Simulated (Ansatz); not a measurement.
**F₂H₂OSeTi: up Jacob's ladder to CCSD(T)**

An exercise on one series of results from a longer session: the logs are not shown, and one member is left open.

The runs use Ansatz 0.2.0, Gaussian basis; functionals in def2-TZVPP, the program's frozen cores in correlated methods.

Plan: PBE-D4, r2SCAN-D4, PBE0-D4, B3LYP-D4, ωB97X-V, ωB97M-V, B2PLYP; CCSD(T)/def2-TZVPP; MP2/def2-QZVPP; extrapolation to the limit.

### The geometry

An earlier PBE0-D4 in a triple-zeta def2 set relaxation fixed the geometry.

7 atoms, charge 0, spin multiplicity 1.

Atoms are counted from 1 here; the program's logs count them from 0.

Bond lengths: O1–Ti2 1.759 Å, O1–H6 0.958 Å, Ti2–F3 1.753 Å, Ti2–F4 1.751 Å, Ti2–Se5 2.422 Å, Se5–H7 1.473 Å. Angles: Ti2–O1–H6 141.5°, O1–Ti2–F3 111.7°, O1–Ti2–F4 112.6°, O1–Ti2–Se5 103.7°, F3–Ti2–F4 109.0°, F3–Ti2–Se5 110.4°, F4–Ti2–Se5 109.2°, Ti2–Se5–H7 89.5°.

The first run:

Contents of in.yaml:

```yaml
crystal:
  periodic: [false, false, false]
  atoms:
    - {symbol: O, position_ang: [-1.748234, -0.019794, 0.106552]}
    - {symbol: Ti, position_ang: [-0.046777, -0.349811, -0.191139]}
    - {symbol: F, position_ang: [0.380489, -1.993229, 0.245439]}
    - {symbol: F, position_ang: [0.413508, -0.062958, -1.855610]}
    - {symbol: Se, position_ang: [1.103957, 1.231210, 1.237168]}
    - {symbol: H, position_ang: [-2.496601, 0.452240, -0.261207]}
    - {symbol: H, position_ang: [2.393649, 0.742352, 0.718798]}
basis:
  gaussian: {orbitals: def2-TZVPP}
hamiltonian: {xc: pbe, dispersion: d4}
output: {forces: true, orbitals: {seedname: orbitals}}
```

Started as:

```bash
> ansatz run in.yaml --threads 2 --pin off --events-out ev --progress --plain --max-ram 22528MiB --backend cpu
```

Among the steps run: PBE-D4 (GGA); r2SCAN-D4 (meta-GGA); PBE0-D4 (hybrid); B3LYP-D4 (hybrid); ωB97X-V (range-separated); ωB97M-V (range-separated); B2PLYP (double hybrid).

One of the session's tables, all rows but one given; the rest of the session is left out.

It belongs to the step «Frontier levels by functional». 

```
functional  HOMO (eV)  LUMO (eV)  gap (eV)
    PBE-D4      -6.33      -3.49      2.84
 r2SCAN-D4          ?          ?         ?
   PBE0-D4      -7.48      -2.57      4.91
  B3LYP-D4      -7.26      -2.84      4.41
   ωB97X-V      -9.69      -0.35      9.34
   ωB97M-V      -9.57      -0.35      9.22
```

**Question.** Estimate the row for r2SCAN-D4.

The run gave: HOMO (eV): -6.62; LUMO (eV): -3.45; gap (eV): 3.17. In the column «HOMO (eV)» it lies between B3LYP-D4 (-7.26) and PBE-D4 (-6.33).
